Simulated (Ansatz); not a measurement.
# BNH6 (SMILES [BH3-][NH3+]): a chain of runs

We compute a series of 47 runs (CCSD(T)/cc-pVDZ, UCCSD(T)/cc-pVDZ, UHF/cc-pVDZ, CCSD(T)/jun-cc-pV(D+d)Z, UCCSD(T)/jun-cc-pV(D+d)Z, UHF/jun-cc-pV(D+d)Z, CCSD(T)/aug-cc-pVDZ, UCCSD(T)/aug-cc-pVDZ, and more) of BH6N and its partners. 

The calculation is run with Ansatz 0.2.0.

## 1. The system as given

BNH6: 8 atoms, total charge 0, spin state singlet. SMILES: `[BH3-][NH3+]`. The coordinates come from a PBE0-D4/def2-TZVP relaxation.

Bond lengths: B1–N2 1.639 Å, B1–H3 1.212 Å, B1–H4 1.212 Å, B1–H5 1.212 Å, N2–H6 1.015 Å, N2–H7 1.015 Å, N2–H8 1.015 Å. Some angles: B1–N2–H6 110.9°, B1–N2–H7 110.9°, B1–N2–H8 110.9°, N2–B1–H3 105.3°, N2–B1–H4 105.3°, N2–B1–H5 105.3°, H6–N2–H7 108.0°, H6–N2–H8 108.0°, H7–N2–H8 108.0°, H3–B1–H4 113.3°.

## 2. A single-point energy at CCSD(T)/cc-pVDZ (run 1)

input.yaml

```yaml
crystal:
  periodic: [false, false, false]
  atoms:
    - symbol: B
      position_ang: [-0.191300, 0.250800, -0.775400]
    - symbol: "N"
      position_ang: [0.206500, -0.255100, 0.731700]
    - symbol: H
      position_ang: [-0.078200, -0.728400, -1.481000]
    - symbol: H
      position_ang: [-1.332600, 0.649700, -0.687200]
    - symbol: H
      position_ang: [0.604400, 1.126600, -1.038400]
    - symbol: H
      position_ang: [0.140800, 0.507000, 1.398700]
    - symbol: H
      position_ang: [1.156600, -0.611300, 0.755300]
    - symbol: H
      position_ang: [-0.414000, -0.996500, 1.040500]
basis:
  gaussian: {orbitals: cc-pVDZ}
correlation: {method: ccsd_t, frozen_orbitals: {B: 1, H: 0, "N": 1}}
scf: {omitted_lower_state_checks: [cluster_reference, increment]}
```

Command:

```bash
$ ansatz run input.yaml --threads 1 --pin off --max-ram 3480MiB --events-out events.jsonl --progress --plain --runs-dir runs
```

Log:

```text
Warning: RAYON_NUM_THREADS=1 ignored (pool sized by the plan → 1); use --threads N
Functional definition: HF
  name "HF"
  exchange = exact_x
  correlation = 0
these checks for a lower state are left out or cut short: cluster_reference, increment
521 factors; integrals over basis functions are off by at most 1.3e-3 eV
mean field evaluation 1: about -2246.6928 eV, gradient 2.3e1 eV
mean field evaluation 2: about -2246.6936 eV, gradient 2.3e1 eV
mean field evaluation 4: about -2248.2898 eV, gradient 2.4e0 eV
mean field evaluation 8: about -2248.3079 eV, gradient 2.1e-2 eV
mean field -2248.30788461 eV, -82.6237908015 hartree, gradient 1.0e-5 eV, S^2 0.000000; 0 other end points of the search recorded, 0 dependent functions left out
2 core orbitals not correlated: weight in the atoms' cores, before any rotation towards them, 1.000 or more for the frozen orbitals, at most 0.000 for the correlated occupied ones
reference -2248.30788461 eV, -82.6237908015 hartree; 7, 7 occupied and 49, 49 virtual orbitals, 521 factors
second order -8.11212728 eV of doubles, -0.00000000 eV of singles
cycle   1  -8.81784725 eV  change   -7.1e-1 eV  update   5.7e-2
cycle   2  -9.08480905 eV  change   -2.7e-1 eV  update   1.7e-2
cycle   3  -9.10454970 eV  change   -2.0e-2 eV  update   4.4e-3
cycle   4  -9.10484992 eV  change   -3.0e-4 eV  update   1.2e-3
cycle   5  -9.10500765 eV  change   -1.6e-4 eV  update   2.8e-4
cycle   6  -9.10497301 eV  change    3.5e-5 eV  update   7.7e-5
cycle   7  -9.10496331 eV  change    9.7e-6 eV  update   1.9e-5
cycle   8  -9.10496497 eV  change   -1.7e-6 eV  update   5.5e-6
perturbative correction -0.19867235 eV, -0.0073010743 hartree
Total energy: -2257.61152193 eV, -82.9656931670 hartree
Checks for a lower state left out: cluster_reference, increment
```

Run time: 0.76 s. Hardware: 1 thread of Arm Neoverse V1, shared host; peak memory 0.13 GiB.

## 3. The B atom: the energy at UCCSD(T)/cc-pVDZ (run 2)

job.yaml

```yaml
crystal:
  periodic: [false, false, false]
  atoms:
    - {symbol: B, position_ang: [0.000000, 0.000000, 0.000000]}
basis:
  gaussian:
    orbitals: cc-pVDZ
magnetization:
  spin_polarized: true
  initial_magnetization: 1
correlation:
  method: ccsd_t
  frozen_orbitals: {B: 1}
scf:
  omitted_lower_state_checks: [cluster_reference, increment]
```

Run the same way, it converges to -24.58941 Eh (log not shown).

Runs 3 to 6 aren't shown in full; the table further down has their settings and results.

## 4. The H atom: the energy at UHF/jun-cc-pV(D+d)Z (run 7)

molecule.yaml

```yaml
basis:
  gaussian: {orbitals: jun-cc-pV_D+d_Z.json}
crystal:
  periodic: [false, false, false]
  atoms:
    - {symbol: H, position_ang: [0.000000, 0.000000, 0.000000]}
magnetization: {spin_polarized: true, initial_magnetization: 1}
hamiltonian: {xc: hf}
```

The basis set jun-cc-pV(D+d)Z is read from a file made from the Basis Set Exchange's data (not shown).

Run the same way, it converges to -0.49928 Eh (log not shown).

Runs 8 to 46 aren't shown in full; the table further down has their settings and results.

## 5. The doublet cation: a single-point energy at UCCSDT(Q)/6-31G (run 47)

input.yaml

```yaml
basis:
  gaussian: {orbitals: 6-31G}
crystal:
  periodic: [false, false, false]
  atoms:
    - {symbol: B, position_ang: [-0.191300, 0.250800, -0.775400]}
    - {symbol: N, position_ang: [0.206500, -0.255100, 0.731700]}
    - {symbol: H, position_ang: [-0.078200, -0.728400, -1.481000]}
    - {symbol: H, position_ang: [-1.332600, 0.649700, -0.687200]}
    - {symbol: H, position_ang: [0.604400, 1.126600, -1.038400]}
    - {symbol: H, position_ang: [0.140800, 0.507000, 1.398700]}
    - {symbol: H, position_ang: [1.156600, -0.611300, 0.755300]}
    - {symbol: H, position_ang: [-0.414000, -0.996500, 1.040500]}
total_charge: 1
correlation: {method: ccsdt_q, frozen_orbitals: {B: 1, H: 0, "N": 1}}
scf: {omitted_lower_state_checks: [cluster_reference, increment]}
magnetization: {spin_polarized: true, initial_magnetization: 1}
```

Command:

```bash
$ ansatz run input.yaml --threads 1 --pin off --max-ram 3480MiB --events-out events.jsonl --progress --plain --runs-dir runs
```

Log, shortened:

```text
Warning: RAYON_NUM_THREADS=1 ignored (pool sized by the plan → 1); use --threads N
Functional definition: HF
  name "HF"
[...]
741 factors; integrals over basis functions are off by at most 1.5e-7 eV
[...]
mean field -2237.29551970 eV, -82.2190938556 hartree, gradient 2.7e-6 eV, S^2 0.761715; 8 other end points of the search recorded, 0 dependent functions left out
2 core orbitals not correlated: weight in the atoms' cores, before any rotation towards them, 1.000 or more for the frozen orbitals, at most 0.000 for the correlated occupied ones
reference -2237.29551970 eV, -82.2190938556 hartree; 7, 6 occupied and 21, 22 virtual orbitals, 741 factors
second order -4.65549933 eV of doubles, -0.00000000 eV of singles
cycle   1  -5.14798805 eV  change   -4.9e-1 eV  update   6.4e-2
[...]
cycle  38  -5.57390830 eV  change    8.0e-7 eV  update   2.7e-7
perturbative correction -0.00929846 eV, -0.0003417121 hartree
Total energy: -2242.87872646 eV, -82.4242729196 hartree
Checks for a lower state left out: cluster_reference, increment
```

Wall time 23 s (1 thread of Arm Neoverse V1, shared host); peak memory 0.23 GiB.

## 6. All runs side by side

```csv
run,level,frozen core orbitals,task,partner,energy (Eh),correlation energy (mEh),T1 diagnostic,wall time
1,CCSD(T)/cc-pVDZ,2,energy,base,-82.965693,-341.9,0.007,0.76 s
2,UCCSD(T)/cc-pVDZ,1,energy,atoms,-24.589407,-59.4,0.011,0.16 s
3,UHF/cc-pVDZ,–,energy,atoms,-0.499278,–,–,0.04 s
4,UCCSD(T)/cc-pVDZ,1,energy,atoms,-54.478501,-87.4,0.004,0.16 s
5,CCSD(T)/jun-cc-pV(D+d)Z,2,energy,base,-82.968285,-343.2,0.008,1.2 s
6,UCCSD(T)/jun-cc-pV(D+d)Z,1,energy,atoms,-24.589867,-59.7,0.012,0.22 s
7,UHF/jun-cc-pV(D+d)Z,–,energy,atoms,-0.499278,–,–,0.02 s
8,UCCSD(T)/jun-cc-pV(D+d)Z,1,energy,atoms,-54.481956,-88.8,0.007,0.16 s
9,CCSD(T)/aug-cc-pVDZ,2,energy,base,-82.984870,-356.2,0.008,4.8 s
10,UCCSD(T)/aug-cc-pVDZ,1,energy,atoms,-24.591101,-60.5,0.014,0.24 s
11,UHF/aug-cc-pVDZ,–,energy,atoms,-0.499334,–,–,0.04 s
12,UCCSD(T)/aug-cc-pVDZ,1,energy,atoms,-54.486981,-93.8,0.008,0.2 s
13,CCSD(T)/d-aug-cc-pVDZ,2,energy,base,-82.985830,-356.9,0.008,19 s
14,UCCSD(T)/d-aug-cc-pVDZ,1,energy,atoms,-24.591157,-60.6,0.014,0.26 s
15,UHF/d-aug-cc-pVDZ,–,energy,atoms,-0.499335,–,–,0.04 s
16,UCCSD(T)/d-aug-cc-pVDZ,1,energy,atoms,-54.487134,-93.9,0.008,0.24 s
17,CCSD(T)/cc-pVTZ,2,energy,base,-83.063443,-410.8,0.008,14 s
18,UCCSD(T)/cc-pVTZ,1,energy,atoms,-24.598101,-66.0,0.013,0.26 s
19,UHF/cc-pVTZ,–,energy,atoms,-0.499810,–,–,0.04 s
20,UCCSD(T)/cc-pVTZ,1,energy,atoms,-54.514707,-114.0,0.005,0.24 s
21,CCSD(T)/jun-cc-pV(T+d)Z,2,energy,base,-83.064763,-411.8,0.008,23 s
22,UCCSD(T)/jun-cc-pV(T+d)Z,1,energy,atoms,-24.598293,-66.1,0.014,0.4 s
23,UHF/jun-cc-pV(T+d)Z,–,energy,atoms,-0.499810,–,–,0.04 s
24,UCCSD(T)/jun-cc-pV(T+d)Z,1,energy,atoms,-54.516041,-114.9,0.007,0.36 s
25,CCSD(T)/aug-cc-pVTZ,2,energy,base,-83.069171,-415.9,0.008,9.9 min
26,UCCSD(T)/aug-cc-pVTZ,1,energy,atoms,-24.598451,-66.3,0.014,0.5 s
27,UHF/aug-cc-pVTZ,–,energy,atoms,-0.499821,–,–,0.04 s
28,UCCSD(T)/aug-cc-pVTZ,1,energy,atoms,-54.516924,-115.8,0.007,0.52 s
29,RPA@PBE/pc-0,2,energy,base,-82.685280,-303.9,–,0.77 s
30,RPA@PBE/pc-0,2,energy,cation,-82.324300,-318.7,–,4.8 s
31,RPA@PBE/pc-1,2,energy,base,-83.097548,-512.9,–,1.4 s
32,RPA@PBE/pc-1,2,energy,cation,-82.725187,-512.3,–,8.7 s
33,RPA@PBE/pc-2,2,energy,base,-83.271869,-637.0,–,3.6 s
34,RPA@PBE/pc-2,2,energy,cation,-82.886167,-621.2,–,22 s
35,B3LYP/def2-SVP,–,optimise,base,-83.156574,–,–,7.5 s
36,B3LYP/def2-SVPD,–,optimise,base,-83.166468,–,–,12 s
37,B3LYP/def2-TZVPD,–,optimise,base,-83.257803,–,–,22 s
38,MP2/6-31G,2,energy,base,-82.763504,-183.6,–,0.16 s
39,UMP2/6-31G,2,energy,cation,-82.390175,-171.1,–,0.5 s
40,CCSD/6-31G,2,energy,base,-82.792406,-212.5,0.008,0.24 s
41,UCCSD/6-31G,2,energy,cation,-82.419968,-200.9,0.021,0.8 s
42,CCSD(T)/6-31G,2,energy,base,-82.795735,-215.8,0.008,0.28 s
43,UCCSD(T)/6-31G,2,energy,cation,-82.423337,-204.2,0.021,0.99 s
44,CCSDT/6-31G,2,energy,base,-82.796152,-216.2,0.007,1.9 s
45,UCCSDT/6-31G,2,energy,cation,-82.423931,-204.8,0.027,17 s
46,CCSDT(Q)/6-31G,2,energy,base,-82.796461,-216.5,0.007,3.6 s
47,UCCSDT(Q)/6-31G,2,energy,cation,-82.424273,-205.2,0.027,23 s
```

Convergence of the total energy of singlet BNH6 with the basis set, against the last point:

```csv
basis set,from the last (mEh),wall time
cc-pVDZ,+103.477,0.76 s
jun-cc-pV(D+d)Z,+100.886,1.2 s
aug-cc-pVDZ,+84.300,4.8 s
d-aug-cc-pVDZ,+83.340,19 s
cc-pVTZ,+5.728,14 s
jun-cc-pV(T+d)Z,+4.408,23 s
aug-cc-pVTZ,+0.000,9.9 min
```

Convergence of the correlation energy (2 core orbitals frozen) of singlet BNH6 with the basis set, against the last point:

```csv
basis set,from the last (mEh),wall time
cc-pVDZ,+74.005,0.76 s
jun-cc-pV(D+d)Z,+72.663,1.2 s
aug-cc-pVDZ,+59.705,4.8 s
d-aug-cc-pVDZ,+59.054,19 s
cc-pVTZ,+5.114,14 s
jun-cc-pV(T+d)Z,+4.086,23 s
aug-cc-pVTZ,+0.000,9.9 min
```

## 7. What came out

```
                                                           quantity         value
                               doublet cation, run 47: total energy  -82.42427 Eh
doublet cation, run 47: correlation energy (2 core orbitals frozen)    -205.2 mEh
          doublet cation, run 47: ⟨S²⟩ of the reference determinant         0.762
                              doublet cation, run 47: T1 diagnostic         0.027
   vertical ionisation energy (to the doublet cation), RPA@PBE/pc-0      9.823 eV
   vertical ionisation energy (to the doublet cation), RPA@PBE/pc-1     10.132 eV
   vertical ionisation energy (to the doublet cation), RPA@PBE/pc-2     10.495 eV
      vertical ionisation energy (to the doublet cation), MP2/6-31G     10.159 eV
     vertical ionisation energy (to the doublet cation), CCSD/6-31G     10.135 eV
  vertical ionisation energy (to the doublet cation), CCSD(T)/6-31G     10.133 eV
    vertical ionisation energy (to the doublet cation), CCSDT/6-31G     10.129 eV
 vertical ionisation energy (to the doublet cation), CCSDT(Q)/6-31G     10.128 eV
```

In words: For the total energy of singlet BNH6 to stay within 10 mEh of the last point, cc-pVTZ is the first point of the series from which all later ones do (14 s against 9.9 min). For the correlation energy (2 core orbitals frozen) of singlet BNH6 to stay within 10 mEh of the last point, cc-pVTZ is the first point of the series from which all later ones do (14 s against 9.9 min). All runs together took 13 min, the longest 9.9 min.
